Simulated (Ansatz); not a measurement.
# C2H5FGe: rigid scan of one bond length, by script

How does the energy of C2H5FGe change as one bond is stretched? The task is a rigid scan of one bond length, for C2H5FGe. SMILES: C=[CH][GeH2][F].

All numbers are computed with Ansatz 0.2.0 through its Python package. Level of theory: B3LYP+D3(BJ)/def2-SVP.

### Step 1. The structure

Bond lengths: C1–C2 1.340 Å, C2–Ge3 1.913 Å, Ge3–F4 1.846 Å, C1–H5 1.132 Å, C1–H6 1.046 Å, C2–H7 1.062 Å, Ge3–H8 1.552 Å, Ge3–H9 1.500 Å. Angles: C1–C2–Ge3 119.5°, C1–C2–H7 121.2°, Ge3–C2–H7 119.3°, C2–C1–H5 116.2°, C2–C1–H6 124.6°, H5–C1–H6 118.7°, C2–Ge3–F4 107.6°, C2–Ge3–H8 108.9°, C2–Ge3–H9 111.9°, F4–Ge3–H8 106.5°, F4–Ge3–H9 111.1°, H8–Ge3–H9 110.7°.

The script holds or builds the structure itself.

### Step 2. The script

The input, scan.py:

```python
"""Potential curve of C2H5FGe along one bond."""

import ansatz as az
import numpy as np


def main() -> None:
    geometry_ang = [
        ("C", (0.6585, 1.2868, -0.5035)),
        ("C", (-0.2973, 0.3581, -0.6425)),
        ("Ge", (-0.4003, -1.0818, 0.6123)),
        ("F", (1.2366, -1.9343, 0.6179)),
        ("H", (0.6441, 2.1345, -1.2543)),
        ("H", (1.3211, 1.3416, 0.3034)),
        ("H", (-0.972, 0.3817, -1.4622)),
        ("H", (-0.5963, -0.4949, 2.0353)),
        ("H", (-1.5058, -2.038, 0.2765)),
    ]
    geometry = az.Crystal.molecule()
    for symbol, xyz in geometry_ang:
        geometry = geometry.atom(symbol, xyz)

    symbols = [site.symbol for site in geometry.cartesian_sites]
    start = np.array([site.position_ang for site in geometry.cartesian_sites])
    axis = (start[0] - start[1]) / np.linalg.norm(start[0] - start[1])
    moving = [0, 4, 5]
    lengths, energies = [1.179, 1.233, 1.286, 1.34, 1.394, 1.447, 1.501, 1.581], []
    for length in lengths:
        xyz = start.copy()
        xyz[moving] += (length - np.linalg.norm(start[0] - start[1])) * axis
        point = az.Crystal.molecule()
        for symbol, place in zip(symbols, xyz):
            point = point.atom(symbol, place.tolist())
        job = (
            point.calculation()
            .basis(gaussian="def2-SVP")
            .functional("B3LYP", dispersion="d3bj")
        )
        summary = job.run().report
        energies.append(summary["free_energy_ev"])
        print(f"r = {length:6.3f} A  E = {energies[-1]:.5f} eV  <S^2> = {abs(summary['mean_field']['state']['spin_squared']):.3f}")

    # quartic fit about the minimum
    fit = np.polynomial.Polynomial.fit(lengths, np.array(energies) - min(energies), 4).convert()
    roots = [r.real for r in fit.deriv().roots() if abs(r.imag) < 1e-9 and fit.deriv(2)(r.real) > 0]
    r_e = min(roots, key=lambda r: abs(r - lengths[int(np.argmin(energies))]))
    print(f"minimum of the fit at {r_e:.4f} A, force constant {fit.deriv(2)(r_e):.2f} eV/A^2")


if __name__ == "__main__":
    main()
```

### Step 3. The input behind the calls

The engine receives this input (first run):

```yaml
crystal:
  periodic: [false, false, false]
  atoms:
    - { symbol: C, position_ang: [0.5437179415363141, 1.1752723815701769, -0.5201925153028377] }
    - { symbol: C, position_ang: [-0.2973, 0.3581, -0.6425] }
    - { symbol: Ge, position_ang: [-0.4003, -1.0818, 0.6123] }
    - { symbol: F, position_ang: [1.2366, -1.9343, 0.6179] }
    - { symbol: H, position_ang: [0.5293179415363142, 2.022972381570177, -1.2709925153028376] }
    - { symbol: H, position_ang: [1.206317941536314, 1.2300723815701768, 0.28670748469716223] }
    - { symbol: H, position_ang: [-0.972, 0.3817, -1.4622] }
    - { symbol: H, position_ang: [-0.5963, -0.4949, 2.0353] }
    - { symbol: H, position_ang: [-1.5058, -2.038, 0.2765] }
basis:
  gaussian:
    orbitals: def2-SVP
hamiltonian:
  xc: b3lyp
  dispersion: d3bj
```

### Step 4. Launch

Command:

```
python scan.py
```

The program printed:

```text
r =  1.179 A  E = -61380.05423 eV  <S^2> = 0.000
r =  1.233 A  E = -61380.70054 eV  <S^2> = 0.000
r =  1.286 A  E = -61381.02898 eV  <S^2> = 0.000
r =  1.340 A  E = -61381.12861 eV  <S^2> = 0.000
r =  1.394 A  E = -61381.05093 eV  <S^2> = 0.000
r =  1.447 A  E = -61380.84737 eV  <S^2> = 0.000
r =  1.501 A  E = -61380.54589 eV  <S^2> = 0.000
r =  1.581 A  E = -61379.98243 eV  <S^2> = 0.000
minimum of the fit at 1.3404 A, force constant 60.78 eV/A^2
```

Wall time 25 s (1 thread of Arm Neoverse V2, shared host); peak memory 0.27 GiB.

### Step 5. Inputs of later runs

The engine's inputs for some of the other runs:

Run 6, against run 1:

```diff
@@ -4 +4 @@
-    - { symbol: C, position_ang: [0.5437179415363141, 1.1752723815701769, -0.5201925153028377] }
+    - { symbol: C, position_ang: [0.7348908069576308, 1.3610248822154756, -0.4923906443114556] }
@@ -8,2 +8,2 @@
-    - { symbol: H, position_ang: [0.5293179415363142, 2.022972381570177, -1.2709925153028376] }
-    - { symbol: H, position_ang: [1.206317941536314, 1.2300723815701768, 0.28670748469716223] }
+    - { symbol: H, position_ang: [0.7204908069576308, 2.208724882215476, -1.2431906443114555] }
+    - { symbol: H, position_ang: [1.3974908069576306, 1.4158248822154755, 0.3145093556885443] }
```

Run 7, against run 1:

```diff
@@ -4 +4 @@
-    - { symbol: C, position_ang: [0.5437179415363141, 1.1752723815701769, -0.5201925153028377] }
+    - { symbol: C, position_ang: [0.7734107126768511, 1.398452624882812, -0.4867887747833413] }
@@ -8,2 +8,2 @@
-    - { symbol: H, position_ang: [0.5293179415363142, 2.022972381570177, -1.2709925153028376] }
-    - { symbol: H, position_ang: [1.206317941536314, 1.2300723815701768, 0.28670748469716223] }
+    - { symbol: H, position_ang: [0.7590107126768512, 2.246152624882812, -1.2375887747833414] }
+    - { symbol: H, position_ang: [1.436010712676851, 1.453252624882812, 0.32011122521665863] }
```

Run 8, against run 1:

```diff
@@ -4 +4 @@
-    - { symbol: C, position_ang: [0.5437179415363141, 1.1752723815701769, -0.5201925153028377] }
+    - { symbol: C, position_ang: [0.8304772396682889, 1.453901132538125, -0.4784897088157646] }
@@ -8,2 +8,2 @@
-    - { symbol: H, position_ang: [0.5293179415363142, 2.022972381570177, -1.2709925153028376] }
-    - { symbol: H, position_ang: [1.206317941536314, 1.2300723815701768, 0.28670748469716223] }
+    - { symbol: H, position_ang: [0.8160772396682889, 2.301601132538125, -1.2292897088157646] }
+    - { symbol: H, position_ang: [1.493077239668289, 1.508701132538125, 0.32841029118423537] }
```

### Step 6. What each run gave

One row for each of the 8 runs:

```
run  distance (Å)  energy from run 4 (eV)  SCF cycles  CPU time (s)
  1          1.18                  1.0744          17           3.1
  2          1.23                  0.4281          17           3.1
  3          1.29                  0.0996          17           3.1
  4          1.34                  0.0000          17           3.1
  5          1.39                  0.0777          17           3.1
  6          1.45                  0.2812          17             3
  7          1.50                  0.5827          17           3.1
  8          1.58                  1.1462          17             3
```

### Step 7. Summary of results

| quantity | value |
| --- | --- |
| bond length at the fit's minimum | 1.3404 Å |
| runs compared | 8 |
| range of energy | 1.146 eV |
| lowest point, distance (Å) | 1.34 |

**Reading.** The curve has its lowest point inside the range, at 1.34. The ends stand 1.07 and 1.15 eV above it. The distance scanned is the script's pair 1, 0. Caveats:
- The rest of the molecule is held rigid at a force-field or estimated start geometry, and the basis set is modest; single-reference methods fail as a bond breaks.
- b3lyp holds the VWN-RPA fit, as in Gaussian; the form of ORCA and Turbomole is b3lyp5.
- The orbitals are restricted, so S² is zero by construction.
